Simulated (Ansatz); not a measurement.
# BNH2BrF (SMILES NB(F)Br) at 3 levels

Wanted: a comparison of 3 runs (HF/6-31G**, B3LYP/6-31G*, PBE0/def2-SVP) of BNH2BrF. 

The results are computed with Ansatz 0.2.0.

3 further runs of the same task are left out: 1 that didn't finish, 2 set aside as unsound or not needed.

### 1 The molecule

The species is BNH2BrF (6 atoms), meant as a singlet with charge 0. As SMILES, `NB(F)Br`. The coordinates come from a PBE0-D4/def2-TZVP relaxation.

Bond lengths: N1–B2 1.386 Å, B2–F3 1.326 Å, B2–Br4 1.931 Å, N1–H5 1.003 Å, N1–H6 1.006 Å. Angles: N1–B2–F3 121.0°, N1–B2–Br4 120.9°, F3–B2–Br4 118.1°, B2–N1–H5 122.8°, B2–N1–H6 121.9°, H5–N1–H6 115.3°.

### 2 Energy and forces at HF/6-31G(d,p) (spherical functions) (run 1)

Input file run.yaml:

```yaml
crystal:
  periodic: [false, false, false]
  atoms:
    - {symbol: N, position_ang: [0.051400, 0.776500, 0.110600]}
    - {symbol: B, position_ang: [0.041900, -0.607000, 0.035200]}
    - {symbol: F, position_ang: [0.559500, -1.347200, 1.006100]}
    - {symbol: Br, position_ang: [-0.726000, -1.512100, -1.487700]}
    - {symbol: H, position_ang: [-0.332500, 1.362900, -0.607500]}
    - {symbol: H, position_ang: [0.447700, 1.262900, 0.897000]}
basis:
  gaussian:
    orbitals: 6-31G_st__st_-spherical.json
total_charge: 0
hamiltonian:
  xc: hf
accuracy: high
output:
  forces: true
  orbitals: {seedname: orbitals}
```

The basis set 6-31G** is read from a file made from the Basis Set Exchange's data (not shown).

Command:

```sh
$ ansatz run run.yaml --threads 1 --pin off --max-ram 2610MiB --events-out events.jsonl --progress --plain --runs-dir runs
```

Log:

```text
Warning: RAYON_NUM_THREADS=1 ignored (pool sized by the plan → 1); use --threads N
Functional definition: HF
  name "HF"
  exchange = exact_x
  correlation = 0
1768 factors; integrals over basis functions are off by at most 3.0e-8 eV
mean field evaluation 1: about -74883.3318 eV, gradient 3.2e1 eV
mean field evaluation 2: about -74883.3801 eV, gradient 3.2e1 eV
mean field evaluation 4: about -74885.5719 eV, gradient 2.4e0 eV
mean field evaluation 8: about -74885.5947 eV, gradient 2.0e-1 eV
mean field -74885.59481922 eV, -2751.9948503273 hartree, gradient 5.1e-8 eV, S^2 0.000000; 0 other end points of the search recorded, 0 dependent functions left out
the calculation of the forces begins
reference -74885.59481922 eV, -2751.9948503273 hartree; 29, 29 occupied and 55, 55 virtual orbitals, 1768 factors
Total energy: -74885.59481922 eV, -2751.9948503273 hartree
Atom 0 at     0.051400     0.776500     0.110600 Å, force    -0.007996     0.428040     0.002255 eV/Å
Atom 1 at     0.041900    -0.607000     0.035200 Å, force     0.263342     0.110329     0.514465 eV/Å
Atom 2 at     0.559500    -1.347200     1.006100 Å, force    -0.161521     0.215951    -0.304110 eV/Å
Atom 3 at    -0.726000    -1.512100    -1.487700 Å, force    -0.095291    -0.145047    -0.190172 eV/Å
Atom 4 at    -0.332500     1.362900    -0.607500 Å, force     0.219701    -0.306938     0.411592 eV/Å
Atom 5 at     0.447700     1.262900     0.897000 Å, force    -0.218235    -0.302335    -0.434029 eV/Å
Dipole moment:     0.052497     0.636670     0.127807 e Å
```

Run time: 2.6 s. Hardware: 1 thread of AMD EPYC 9R45 (Zen 5), shared host; peak memory 0.25 GiB.

### 3 Energy and gradient at B3LYP/6-31G(d) (Cartesian functions) (run 2)

Input file run.yaml:

```yaml
crystal:
  periodic: [false, false, false]
  atoms:
    - {symbol: "N", position_ang: [0.051400, 0.776500, 0.110600]}
    - {symbol: B, position_ang: [0.041900, -0.607000, 0.035200]}
    - {symbol: F, position_ang: [0.559500, -1.347200, 1.006100]}
    - {symbol: Br, position_ang: [-0.726000, -1.512100, -1.487700]}
    - {symbol: H, position_ang: [-0.332500, 1.362900, -0.607500]}
    - {symbol: H, position_ang: [0.447700, 1.262900, 0.897000]}
basis:
  gaussian:
    orbitals: "6-31G*"
hamiltonian:
  xc: {name: B3LYP}
accuracy: high
output: {forces: true, orbitals: {seedname: orbitals}}
```

Command:

```sh
$ ansatz run run.yaml --threads 1 --pin off --max-ram 2610MiB --events-out events.jsonl --progress --plain --runs-dir runs
```

Log, cut to the lines that bear on the results:

```text
Warning: RAYON_NUM_THREADS=1 ignored (pool sized by the plan → 1); use --threads N
Functional definition: B3LYP
  name "B3LYP"
[...]
1654 factors; integrals over basis functions are off by at most 4.2e-9 eV
[...]
mean field -74958.47986397 eV, -2754.6733263185 hartree, gradient 8.2e-8 eV, S^2 0.000000; 0 other end points of the search recorded, 0 dependent functions left out
[...]
reference -74958.47989520 eV, -2754.6733274661 hartree; 29, 29 occupied and 55, 55 virtual orbitals, 1654 factors
Total energy: -74958.47989520 eV, -2754.6733274661 hartree
Atom 0 at     0.051400     0.776500     0.110600 Å, force    -0.035272     0.037799    -0.066680 eV/Å
Atom 1 at     0.041900    -0.607000     0.035200 Å, force     0.101893    -0.011965     0.197037 eV/Å
Atom 2 at     0.559500    -1.347200     1.006100 Å, force     0.103861    -0.155964     0.194022 eV/Å
Atom 3 at    -0.726000    -1.512100    -1.487700 Å, force    -0.177496    -0.181786    -0.350728 eV/Å
Atom 4 at    -0.332500     1.362900    -0.607500 Å, force    -0.083942     0.187264    -0.155109 eV/Å
Atom 5 at     0.447700     1.262900     0.897000 Å, force     0.090957     0.124651     0.181458 eV/Å
Dipole moment:     0.063035     0.624582     0.147698 e Å
```

Run time: 4.5 s. Hardware: 1 thread of AMD EPYC 9R45 (Zen 5), shared host; peak memory 0.28 GiB.

### 4 Energy and gradient at PBE0/def2-SVP (run 3)

Input file in.yaml:

```yaml
basis:
  gaussian: {orbitals: def2-SVP}
crystal:
  periodic: [false, false, false]
  atoms:
    - {symbol: "N", position_ang: [0.051400, 0.776500, 0.110600]}
    - {symbol: B, position_ang: [0.041900, -0.607000, 0.035200]}
    - {symbol: F, position_ang: [0.559500, -1.347200, 1.006100]}
    - {symbol: Br, position_ang: [-0.726000, -1.512100, -1.487700]}
    - {symbol: H, position_ang: [-0.332500, 1.362900, -0.607500]}
    - {symbol: H, position_ang: [0.447700, 1.262900, 0.897000]}
hamiltonian: {xc: {name: PBE0}}
accuracy: high
output: {forces: true, orbitals: {seedname: orbitals}}
```

Command:

```sh
$ ansatz run in.yaml --threads 1 --pin off --max-ram 2610MiB --events-out events.jsonl --progress --plain --runs-dir runs
```

Log, cut to the lines that bear on the results:

```text
Warning: RAYON_NUM_THREADS=1 ignored (pool sized by the plan → 1); use --threads N
Functional definition: PBE0
  name "PBE0"
[...]
1747 factors; integrals over basis functions are off by at most 1.0e-8 eV
[...]
mean field -74940.60315526 eV, -2754.0163693905 hartree, gradient 4.5e-8 eV, S^2 0.000000; 0 other end points of the search recorded, 0 dependent functions left out
[...]
reference -74940.60315731 eV, -2754.0163694660 hartree; 29, 29 occupied and 55, 55 virtual orbitals, 1747 factors
Total energy: -74940.60315731 eV, -2754.0163694660 hartree
Atom 0 at     0.051400     0.776500     0.110600 Å, force    -0.011691    -0.165257    -0.029429 eV/Å
Atom 1 at     0.041900    -0.607000     0.035200 Å, force    -0.012899    -0.118092    -0.029424 eV/Å
Atom 2 at     0.559500    -1.347200     1.006100 Å, force     0.029073    -0.035028     0.054326 eV/Å
Atom 3 at    -0.726000    -1.512100    -1.487700 Å, force    -0.006902     0.003962    -0.013037 eV/Å
Atom 4 at    -0.332500     1.362900    -0.607500 Å, force    -0.114650     0.183587    -0.214629 eV/Å
Atom 5 at     0.447700     1.262900     0.897000 Å, force     0.117069     0.130827     0.232193 eV/Å
Dipole moment:     0.036602     0.627584     0.096680 e Å
```

Wall time 4.2 s (1 thread of AMD EPYC 9R45 (Zen 5), shared host); peak memory 0.29 GiB.

### 5 All runs side by side

```tsv
run	level	Cartesian functions	energy (Eh)	dipole moment (D)	HOMO energy (eV)	LUMO energy (eV)	wall time
1	HF/6-31G** (spherical functions)	no	-2751.994850	3.13	-11.26	5.20	2.6 s
2	B3LYP/6-31G* (Cartesian functions)	yes	-2754.673327	3.10	-7.75	1.02	4.5 s
3	PBE0/def2-SVP	no	-2754.016369	3.06	-8.09	1.12	4.2 s
```

### 6 Outcome

| quantity | value |
| --- | --- |
| run 3: total energy | -2754.01637 Eh |
| run 3: dipole moment | 3.06 D |
| run 3: HOMO energy | -8.09 eV |
| run 3: LUMO energy | 1.12 eV |
| run 3: HOMO–LUMO gap | 9.20 eV |
| run 3: largest force on an atom | 0.305 eV/Å |

**Reading.** The dipole moment (its size) runs from 3.06 D (PBE0/def2-SVP) to 3.13 D (HF/6-31G**). The two ends differ in method and basis. The HOMO–LUMO gap runs from 8.78 eV (B3LYP/6-31G*) to 16.46 eV (HF/6-31G**). Totals of different functionals can't be ranked against each other. All runs together took 11 s, the longest 4.5 s.
